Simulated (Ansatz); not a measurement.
# C2H5FOSi: one species, many methods

One table from this session's results is given with a row withheld; the runs are named, their logs left out.

The runs use Ansatz 0.2.0, Gaussian basis; functionals in def2-TZVPP, the program's frozen cores in correlated methods.

The runs, in order: PBE-D4, r2SCAN-D4, PBE0-D4, B3LYP-D4, ωB97X-V, ωB97M-V, B2PLYP; CCSD(T)/def2-TZVPP; MP2/def2-QZVPP; extrapolation to the limit.

## The relaxed structure

An earlier PBE0-D4 in a triple-zeta def2 set relaxation fixed the geometry.

SMILES `C=C(F)[SiH2]O`, 10 atoms, charge 0, spin multiplicity 1.

Atoms are counted from 1 here; the program's logs count them from 0.

Bond lengths: C1–C2 1.323 Å, C1–H6 1.082 Å, C1–H7 1.084 Å, C2–F3 1.355 Å, C2–Si4 1.878 Å, Si4–O5 1.644 Å, Si4–H8 1.480 Å, Si4–H9 1.487 Å, O5–H10 0.958 Å. Angles: C2–C1–H6 119.1°, C2–C1–H7 122.0°, H6–C1–H7 118.9°, C1–C2–F3 119.4°, C1–C2–Si4 126.7°, F3–C2–Si4 113.9°, C2–Si4–O5 109.9°, C2–Si4–H8 110.1°, C2–Si4–H9 107.6°, O5–Si4–H8 106.7°, O5–Si4–H9 112.2°, H8–Si4–H9 110.2°, Si4–O5–H10 117.7°.

Set-up of the first run:

Input file in.yaml:

```yaml
crystal:
  periodic: [false, false, false]
  atoms:
    - {symbol: C, position_ang: [1.635143, -0.056771, -0.410805]}
    - {symbol: C, position_ang: [0.629032, -0.677237, 0.183087]}
    - {symbol: F, position_ang: [0.864803, -1.820103, 0.871722]}
    - {symbol: Si, position_ang: [-1.170345, -0.139394, 0.194737]}
    - {symbol: O, position_ang: [-1.316834, 1.343110, -0.500855]}
    - {symbol: H, position_ang: [1.439182, 0.847616, -0.971891]}
    - {symbol: H, position_ang: [2.650747, -0.433678, -0.363087]}
    - {symbol: H, position_ang: [-1.986239, -1.072032, -0.614343]}
    - {symbol: H, position_ang: [-1.632105, -0.146100, 1.608253]}
    - {symbol: H, position_ang: [-1.030283, 2.103490, 0.006383]}
basis:
  gaussian: {orbitals: def2-TZVPP}
hamiltonian: {xc: pbe, dispersion: d4}
output: {forces: true, orbitals: {seedname: orbitals}}
```

Launch:

```console
> ansatz run in.yaml --threads 4 --pin off --events-out ev --progress --plain --max-ram 10444MiB
```

Among the steps run: PBE-D4 (GGA); r2SCAN-D4 (meta-GGA); PBE0-D4 (hybrid); B3LYP-D4 (hybrid); ωB97X-V (range-separated); ωB97M-V (range-separated); B2PLYP (double hybrid); CCSD(T) in def2-TZVPP; MP2 in def2-QZVPP.

One of the session's tables, all rows but one given; the rest of the session is left out.

It belongs to the step «Atomisation energies». 

| method | atomisation energy (kJ/mol) |
| --- | --- |
| PBE-D4 | 3932.1 |
| r2SCAN-D4 | 3863.2 |
| PBE0-D4 | 3843.7 |
| B3LYP-D4 | 3847.8 |
| ωB97X-V | 3861.0 |
| ωB97M-V | 3864.5 |
| B2PLYP | 3813.7 |
| HF/def2-TZVPP | 2785.3 |
| MP2/def2-TZVPP | 3834.0 |
| CCSD/def2-TZVPP | 3690.3 |
| CCSD(T)/def2-TZVPP | 3751.7 |
| MP2/CBS | ? |
| CCSD(T)/CBS | 3858.8 |

Q: Estimate the row for MP2/CBS from the others.

The run gave: atomisation energy (kJ/mol): 3941.1. In the column «atomisation energy (kJ/mol)» it is the highest.
